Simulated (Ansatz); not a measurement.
# GaFe3, space group P6_3/mmc: a single point from an input typed as a dict

Program: the Ansatz DFT code, driven from Python.

Interactive session:
```pycon
>>> import ansatz as az
>>> import numpy as np
>>> settings = {
...     "crystal": {
...         "lattice": [[5.163693, 0.0, 0.0], [-2.581846, 4.471889, 0.0], [0.0, 0.0, 4.218341]],
...         "atoms": [
...             {"symbol": "Ga", "position": [0.333333, 0.666667, 0.75]},
...             {"symbol": "Ga", "position": [0.666667, 0.333333, 0.25]},
...             {"symbol": "Fe", "position": [0.840287, 0.159713, 0.75], "spin": 3.5},
...             {"symbol": "Fe", "position": [0.840287, 0.680574, 0.75], "spin": 3.5},
...             {"symbol": "Fe", "position": [0.319426, 0.159713, 0.75], "spin": 3.5},
...             {"symbol": "Fe", "position": [0.159713, 0.840287, 0.25], "spin": 3.5},
...             {"symbol": "Fe", "position": [0.159713, 0.319426, 0.25], "spin": 3.5},
...             {"symbol": "Fe", "position": [0.680574, 0.840287, 0.25], "spin": 3.5},
...         ],
...     },
...     "magnetization": {"spin_polarized": True},
...     "kpoints": {"mp_grid": {"grid": [5, 5, 6]}},
...     "hamiltonian": {"xc": "r2scan"},
...     "scf": {"occupations": {"method": "gaussian", "width": 0.05}},
...     "basis": {"ecutwfc": "600 eV"},
...     "output": {"forces": True, "stress": True},
... }
>>> out = az.Session.from_dict(settings).plan().execute()
DeckWarning: the atoms were moved onto the symmetric positions of the space group found under crystal.symmetry.tolerance 1.0e-5 (fractional; no operation is sought that the atoms, as they stand in a round, miss by more than twice it, and no atom is moved by [...]
>>> report = out.report
>>> report["n_iterations"], report["closed_by"]
(18, 'deck_thresholds')
>>> report["kweights"]
[0.006666666666666667, 0.013333333333333334, 0.013333333333333334, 0.006666666666666667, 0.04, 0.08, 0.08, 0.04, 0.04, 0.08, 0.08, 0.04, 0.04, 0.08, 0.08, 0.04, 0.04, 0.08, 0.08, 0.04]
>>> report["n_electrons"]
122.0
>>> energy = report["free_energy_ev"]
>>> print("GaFe3: {:.6f} eV = {:.6f} Ry = {:.6f} Ha".format(energy, energy / 13.605693, energy / 27.211386))
GaFe3: -34496.601082 eV = -2535.453437 Ry = -1267.726719 Ha
>>> print("Fermi level {:.4f} eV, {} k-points, {} symmetry operations".format(report["fermi_energy_ev"], report["n_kpoints"], report["n_symmetry_ops"]))
Fermi level 17.0712 eV, 20 k-points, 24 symmetry operations
>>> # forces in eV per angstrom
>>> forces = np.array(report["forces_ev_ang"])
>>> norms = np.linalg.norm(forces, axis=1)
>>> print("largest force {:.4f} eV/A on atom {}".format(norms.max(), norms.argmax()))
largest force 0.0571 eV/A on atom 4
>>> print(np.array2string(forces, precision=4, suppress_small=True))
[[-0.      0.      0.    ]
 [ 0.     -0.      0.    ]
 [ 0.0494 -0.0285  0.    ]
 [ 0.      0.0571  0.    ]
 [-0.0494 -0.0285  0.    ]
 [-0.0494  0.0285  0.    ]
 [-0.     -0.0571  0.    ]
 [ 0.0494  0.0285  0.    ]]
>>> print(f"net moment {report['magnetization_mub']:.3f} muB, absolute {report['absolute_magnetization_mub']:.3f} muB")
net moment 14.640 muB, absolute 16.836 muB
>>> for index, (site, m) in enumerate(zip(out.lattice.sites, report["site_moments_mub"])):
...     print(f"  {index:2d} {site.symbol:2s} {m:7.3f}")
...
   0 Ga  -0.158
   1 Ga  -0.158
   2 Fe   2.600
   3 Fe   2.600
   4 Fe   2.600
   5 Fe   2.600
   6 Fe   2.600
   7 Fe   2.600
```

Notes:
- Absolute energies stand on the zero of these potentials, so only differences at equal settings mean something. A total without «per atom» is that of the cell as typed.
- The magnetic order follows from the starting moments and needn't be the lowest.
- For a metal this k-point mesh is coarse: on a finer one energies can move by several to tens of meV an atom and pressures by half a GPa or more, differences at one mesh by less.
- Only differences from the Fermi energy are physical; the zero of the scale is a convention.
- r2SCAN tends to overestimate the moments of itinerant magnets.
- The structure comes from a database of computed cells and needn't be a stable or known phase.
- Warnings are shown shortened and without file and line.
- It ran for 3.3 min on 1 thread of Arm Neoverse N1, with other jobs on the host, peak memory 1.1 GiB.

(Lines on the test bed's own set-up are left out of the output.)
